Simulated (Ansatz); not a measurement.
# C₃H₄F₂Ge: small, medium and large basis sets

How large a basis does C₃H₄F₂Ge need? Two functionals are run in growing sets.

The runs use Ansatz 0.2.0, Gaussian basis; one geometry, several basis sets.

Plan: PBE0-D4/def2-SVP; ωB97M-V/def2-SVP; PBE0-D4/def2-QZVPP; ωB97M-V/def2-QZVPP; the functionals' def2-TZVPP values are taken from earlier runs.

### Step 1. Structure used throughout

The geometry comes from an earlier relaxation with PBE0-D4 in a triple-zeta def2 set; it is a stationary point, not always the lowest conformer.

10 atoms, charge 0, spin multiplicity 1.

Atoms are counted from 1 here; the program's logs count them from 0.

Bond lengths: C1–C2 1.204 Å, C1–H7 1.066 Å, C2–Ge3 1.885 Å, Ge3–C4 1.917 Å, Ge3–F5 1.725 Å, Ge3–F6 1.725 Å, C4–H8 1.090 Å, C4–H9 1.090 Å, C4–H10 1.090 Å. Angles: C2–C1–H7 179.4°, C1–C2–Ge3 177.4°, C2–Ge3–C4 117.4°, C2–Ge3–F5 107.4°, C2–Ge3–F6 107.4°, C4–Ge3–F5 109.8°, C4–Ge3–F6 109.8°, F5–Ge3–F6 104.2°, Ge3–C4–H8 109.7°, Ge3–C4–H9 109.6°, Ge3–C4–H10 109.2°, H8–C4–H9 109.3°, H8–C4–H10 109.5°, H9–C4–H10 109.5°.

Coordinates:

```xyz
10
charge 0, multiplicity 1
C     1.6260    1.8261   -1.2337
C     0.7276    1.0918   -0.9131
Ge   -0.6309   -0.0843   -0.3441
C    -0.2954   -1.1231    1.2315
F    -0.9949   -1.1296   -1.6676
F    -2.0663    0.8496   -0.1344
H     2.4155    2.4804   -1.5271
H     0.5870   -1.7449    1.0799
H    -0.1278   -0.4591    2.0796
H    -1.1578   -1.7583    1.4318
```

### Step 2. PBE0-D4 in def2-SVP

The input, in.yaml:

```yaml
crystal:
  periodic: [false, false, false]
  atoms:
    - {symbol: C, position_ang: [1.626020, 1.826135, -1.233737]}
    - {symbol: C, position_ang: [0.727640, 1.091803, -0.913069]}
    - {symbol: Ge, position_ang: [-0.630900, -0.084313, -0.344063]}
    - {symbol: C, position_ang: [-0.295366, -1.123112, 1.231515]}
    - {symbol: F, position_ang: [-0.994857, -1.129559, -1.667554]}
    - {symbol: F, position_ang: [-2.066317, 0.849626, -0.134398]}
    - {symbol: H, position_ang: [2.415544, 2.480353, -1.527091]}
    - {symbol: H, position_ang: [0.587020, -1.744893, 1.079909]}
    - {symbol: H, position_ang: [-0.127753, -0.459072, 2.079551]}
    - {symbol: H, position_ang: [-1.157830, -1.758268, 1.431836]}
basis:
  gaussian: {orbitals: def2-SVP}
hamiltonian: {xc: pbe0, dispersion: d4}
output: {orbitals: {seedname: orbitals}}
```

Command:

```sh
ansatz run in.yaml --threads 4 --pin off --events-out ev --progress --plain --max-ram 10444MiB
```

Further steps of the session: ωB97M-V in def2-SVP; PBE0-D4 in def2-QZVPP; ωB97M-V in def2-QZVPP.

Before running them: what should the planned runs give, taken together? Wanted: PBE0-D4: double and triple zeta above quadruple; ωB97M-V: double and triple zeta above quadruple.

The runs gave:

```
                                       quantity           value
PBE0-D4: double and triple zeta above quadruple  19.32, 1.71 eV
ωB97M-V: double and triple zeta above quadruple  19.54, 1.64 eV
```

In words: PBE0-D4 gains 17.61 eV from double to triple zeta, then 1.71 eV more. Total energies overstate the basis error of differences, where much of it tends to cancel.
